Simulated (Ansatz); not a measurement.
**One shape, several levels: triplet Si2NH6F**

We compute a comparison of 6 runs (UHF/STO-3G, UB3LYP/6-31G*, UBLYP/cc-pVDZ, UPBE/cc-pVDZ, USVWN5/cc-pVDZ, UBCCD(T)/cc-pVDZ) of triplet Si2NH6F. 

Program for the calculation: Ansatz 0.2.0.

69 further runs of the same task are left out: 69 set aside as unsound or not needed.

### 1 Starting point

Si2NH6F has 10 atoms, charge 0, and is taken as a triplet. SMILES of the parent species: `F[SiH2]N[SiH3]`. Geometry: relaxed at PBE0-D4/def2-TZVP. This is one conformer, not always the lowest. That shape belongs to the parent species and isn't relaxed for this state.

Bond lengths: F1–Si2 1.602 Å, Si2–N3 1.706 Å, N3–Si4 1.733 Å, Si2–H5 1.480 Å, Si2–H6 1.478 Å, N3–H7 1.011 Å, Si4–H8 1.487 Å, Si4–H9 1.487 Å, Si4–H10 1.483 Å. Some angles: F1–Si2–N3 112.6°, Si2–N3–Si4 128.2°, F1–Si2–H5 106.0°, F1–Si2–H6 106.5°, N3–Si2–H5 109.3°, N3–Si2–H6 108.9°, Si2–N3–H7 115.6°, Si4–N3–H7 115.9°, N3–Si4–H8 110.9°, N3–Si4–H9 112.0°.

### 2 The energy at UHF/STO-3G (run 1)

File input.yaml:

```yaml
basis:
  gaussian: {orbitals: STO-3G}
crystal:
  periodic: [false, false, false]
  atoms:
    - {symbol: F, position_ang: [-1.561500, 0.994300, -1.776700]}
    - {symbol: Si, position_ang: [-0.375000, 1.301800, -0.745900]}
    - {symbol: "N", position_ang: [0.514800, -0.094800, -0.335900]}
    - {symbol: Si, position_ang: [0.194800, -1.236100, 0.928700]}
    - {symbol: H, position_ang: [0.517200, 2.267200, -1.426700]}
    - {symbol: H, position_ang: [-1.010100, 1.839400, 0.475900]}
    - {symbol: H, position_ang: [1.264300, -0.336200, -0.970000]}
    - {symbol: H, position_ang: [1.391500, -1.422100, 1.791600]}
    - {symbol: H, position_ang: [-0.186300, -2.569800, 0.392000]}
    - {symbol: H, position_ang: [-0.924400, -0.683300, 1.730300]}
magnetization: {spin_polarized: true, initial_magnetization: 2}
hamiltonian: {xc: hf}
accuracy: high
output: {orbitals: {seedname: orbitals}}
```

Run with:

```
$ ansatz run input.yaml --threads 1 --pin off --max-ram 3480MiB --events-out events.jsonl --progress --plain --runs-dir runs
```

The log of the run:

```text
Warning: RAYON_NUM_THREADS=1 ignored (pool sized by the plan → 1); use --threads N
Functional definition: HF
  name "HF"
  exchange = exact_x
  correlation = 0
690 factors; integrals over basis functions are off by at most 5.4e-9 eV
mean field evaluation 1: about -19757.8027 eV, gradient 1.4e1 eV
mean field evaluation 2: about -19757.9638 eV, gradient 1.4e1 eV
mean field evaluation 4: about -19760.9694 eV, gradient 2.1e0 eV
mean field evaluation 8: about -19761.1401 eV, gradient 6.5e-2 eV
mean field evaluation 16: about -19761.1367 eV, gradient 1.3e-8 eV
mean field -19761.13667080 eV, -726.2083780724 hartree, gradient 1.3e-8 eV, S^2 2.004593; 0 other end points of the search recorded, 0 dependent functions left out
reference -19761.13667080 eV, -726.2083780724 hartree; 26, 24 occupied and 8, 10 virtual orbitals, 690 factors
Total energy: -19761.13667080 eV, -726.2083780724 hartree
```

Run time: 0.53 s. Hardware: 1 thread of Intel Xeon Platinum 8488C (Sapphire Rapids), shared host; peak memory 0.11 GiB.

### 3 The energy at UB3LYP/6-31G(d) (spherical functions) (run 2)

File molecule.yaml:

```yaml
basis:
  gaussian:
    orbitals: 6-31G_st_-spherical.json
crystal:
  periodic: [false, false, false]
  atoms:
    - symbol: F
      position_ang: [-1.561500, 0.994300, -1.776700]
    - symbol: Si
      position_ang: [-0.375000, 1.301800, -0.745900]
    - symbol: N
      position_ang: [0.514800, -0.094800, -0.335900]
    - symbol: Si
      position_ang: [0.194800, -1.236100, 0.928700]
    - symbol: H
      position_ang: [0.517200, 2.267200, -1.426700]
    - symbol: H
      position_ang: [-1.010100, 1.839400, 0.475900]
    - symbol: H
      position_ang: [1.264300, -0.336200, -0.970000]
    - symbol: H
      position_ang: [1.391500, -1.422100, 1.791600]
    - symbol: H
      position_ang: [-0.186300, -2.569800, 0.392000]
    - symbol: H
      position_ang: [-0.924400, -0.683300, 1.730300]
magnetization:
  spin_polarized: true
  initial_magnetization: 2
output:
  orbitals: {seedname: orbitals}
hamiltonian:
  xc: {name: B3LYP}
accuracy: high
```

The basis set 6-31G* is read from a file made from the Basis Set Exchange's data (not shown).

Run with:

```
$ ansatz run molecule.yaml --threads 1 --pin off --max-ram 3480MiB --events-out events.jsonl --progress --plain --runs-dir runs
```

The log of the run:

```text
Warning: RAYON_NUM_THREADS=1 ignored (pool sized by the plan → 1); use --threads N
Functional definition: B3LYP
  name "B3LYP"
  parameter a0 = 0.2
  parameter ax = 0.72
  parameter ac = 0.81
  exchange = (1 - a0 - ax)*slater_x + ax*b88_x + a0*exact_x
  correlation = (1 - ac)*vwn_rpa_c + ac*lyp_c
1763 factors; integrals over basis functions are off by at most 3.3e-9 eV
mean field evaluation 1: about -20048.3973 eV, gradient 4.2e1 eV
mean field evaluation 2: about -20031.3328 eV, gradient 7.1e1 eV
mean field evaluation 4: about -20055.2261 eV, gradient 9.8e0 eV
mean field evaluation 8: about -20056.0223 eV, gradient 7.0e-1 eV
mean field evaluation 16: about -20056.0286 eV, gradient 7.4e-4 eV
mean field evaluation 32: about -20056.0286 eV, gradient 1.2e-7 eV
mean field -20056.02863547 eV, -737.0454578890 hartree, gradient 4.4e-8 eV, S^2 2.005350; 0 other end points of the search recorded, 0 dependent functions left out
reference -20056.02868144 eV, -737.0454595783 hartree; 26, 24 occupied and 50, 52 virtual orbitals, 1763 factors
Total energy: -20056.02868144 eV, -737.0454595783 hartree
```

It took 14 s on 1 thread of Intel Xeon Platinum 8488C (Sapphire Rapids), shared host; peak memory 0.4 GiB.

### 4 A single-point energy at UBLYP/cc-pVDZ (run 3)

File run.yaml:

```yaml
crystal:
  periodic: [false, false, false]
  atoms:
    - {symbol: F, position_ang: [-1.561500, 0.994300, -1.776700]}
    - {symbol: Si, position_ang: [-0.375000, 1.301800, -0.745900]}
    - {symbol: "N", position_ang: [0.514800, -0.094800, -0.335900]}
    - {symbol: Si, position_ang: [0.194800, -1.236100, 0.928700]}
    - {symbol: H, position_ang: [0.517200, 2.267200, -1.426700]}
    - {symbol: H, position_ang: [-1.010100, 1.839400, 0.475900]}
    - {symbol: H, position_ang: [1.264300, -0.336200, -0.970000]}
    - {symbol: H, position_ang: [1.391500, -1.422100, 1.791600]}
    - {symbol: H, position_ang: [-0.186300, -2.569800, 0.392000]}
    - {symbol: H, position_ang: [-0.924400, -0.683300, 1.730300]}
basis:
  gaussian:
    orbitals: cc-pVDZ
hamiltonian:
  xc: {name: BLYP}
accuracy: high
magnetization:
  spin_polarized: true
  initial_magnetization: 2
total_charge: 0
output: {orbitals: {seedname: orbitals}}
```

Run with:

```
$ ansatz run run.yaml --threads 1 --pin off --max-ram 3480MiB --events-out events.jsonl --progress --plain --runs-dir runs
```

The log of the run:

```text
Warning: RAYON_NUM_THREADS=1 ignored (pool sized by the plan → 1); use --threads N
Functional definition: BLYP
  name "BLYP"
  parameter beta = 0.0042
  parameter a = 0.04918
  parameter b = 0.132
  parameter c = 0.2533
  parameter d = 0.349
  exchange = b88_x(beta = beta)
  correlation = lyp_c(a = a, b = b, c = c, d = d)
2240 factors; integrals over basis functions are off by at most 3.7e-9 eV
mean field evaluation 1: about -20044.8813 eV, gradient 4.8e1 eV
mean field evaluation 2: about -20004.5835 eV, gradient 9.5e1 eV
mean field evaluation 4: about -20050.7400 eV, gradient 2.2e1 eV
mean field evaluation 8: about -20054.5248 eV, gradient 6.1e-1 eV
mean field evaluation 16: about -20054.5165 eV, gradient 1.6e-3 eV
mean field evaluation 32: about -20052.9510 eV, gradient 4.6e0 eV
mean field evaluation 64: about -20054.3306 eV, gradient 1.3e0 eV
mean field -20054.51651695 eV, -736.9898885582 hartree, gradient 3.1e-8 eV, S^2 2.003606; 4 other end points of the search recorded, 0 dependent functions left out
reference -20054.51657880 eV, -736.9898908313 hartree; 26, 24 occupied and 68, 70 virtual orbitals, 2240 factors
Total energy: -20054.51657880 eV, -736.9898908313 hartree
```

It took 14 s on 1 thread of Intel Xeon Platinum 8488C (Sapphire Rapids), shared host; peak memory 0.37 GiB.

Runs 4 to 5 aren't shown in full; the table further down has their settings and results.

### 5 The energy at UBCCD(T)/cc-pVDZ (run 6)

File molecule.yaml:

```yaml
basis:
  gaussian: {orbitals: cc-pVDZ}
crystal:
  periodic: [false, false, false]
  atoms:
    - {symbol: F, position_ang: [-1.561500, 0.994300, -1.776700]}
    - {symbol: Si, position_ang: [-0.375000, 1.301800, -0.745900]}
    - {symbol: "N", position_ang: [0.514800, -0.094800, -0.335900]}
    - {symbol: Si, position_ang: [0.194800, -1.236100, 0.928700]}
    - {symbol: H, position_ang: [0.517200, 2.267200, -1.426700]}
    - {symbol: H, position_ang: [-1.010100, 1.839400, 0.475900]}
    - {symbol: H, position_ang: [1.264300, -0.336200, -0.970000]}
    - {symbol: H, position_ang: [1.391500, -1.422100, 1.791600]}
    - {symbol: H, position_ang: [-0.186300, -2.569800, 0.392000]}
    - {symbol: H, position_ang: [-0.924400, -0.683300, 1.730300]}
magnetization: {spin_polarized: true, initial_magnetization: 2}
correlation: {method: bccd_t, frozen_orbitals: {F: 1, H: 0, "N": 1, Si: 5}}
accuracy: high
scf: {omitted_lower_state_checks: [cluster_reference, increment]}
```

Run with:

```
$ ansatz run molecule.yaml --threads 1 --pin off --max-ram 3480MiB --events-out events.jsonl --progress --plain --runs-dir runs
```

The log of the run:

```text
Warning: RAYON_NUM_THREADS=1 ignored (pool sized by the plan → 1); use --threads N
[... 13 lines left out ...]
12 core orbitals not correlated: weight in the atoms' cores, before any rotation towards them, 1.000 or more for the frozen orbitals, at most 0.000 for the correlated occupied ones
[... 36 lines left out ...]
Total energy: -20019.78937779 eV, -735.7136897331 hartree
Checks for a lower state left out: cluster_reference, increment
```

Wall time 96 s (1 thread of Intel Xeon Platinum 8488C (Sapphire Rapids), shared host); peak memory 1.6 GiB.

### 6 Overview of the runs

| run | level | frozen core orbitals | energy (Eh) | ⟨S²⟩ | wall time |
| --- | --- | --- | --- | --- | --- |
| 1 | UHF/STO-3G | – | -726.208378 | 2.005 | 0.53 s |
| 2 | UB3LYP/6-31G* (spherical functions) | – | -737.045460 | 2.005 | 14 s |
| 3 | UBLYP/cc-pVDZ | – | -736.989891 | 2.004 | 14 s |
| 4 | UPBE/cc-pVDZ | – | -736.566728 | 2.004 | 13 s |
| 5 | USVWN5/cc-pVDZ | – | -733.596067 | 2.002 | 9 s |
| 6 | UBCCD(T)/cc-pVDZ | 12 | -735.713690 | 2.010 | 96 s |

### 7 Outcome

```
                                           quantity          value
                                run 6: total energy  -735.71369 Eh
run 6: correlation energy (12 core orbitals frozen)     -608.8 mEh
                              run 6: (T) correction     -16.67 mEh
           run 6: ⟨S²⟩ of the reference determinant          2.010
```

Totals of different functionals can't be ranked against each other. In run 1 the basis is minimal, so the values are rough. All runs together took 2.4 min, the longest 96 s.
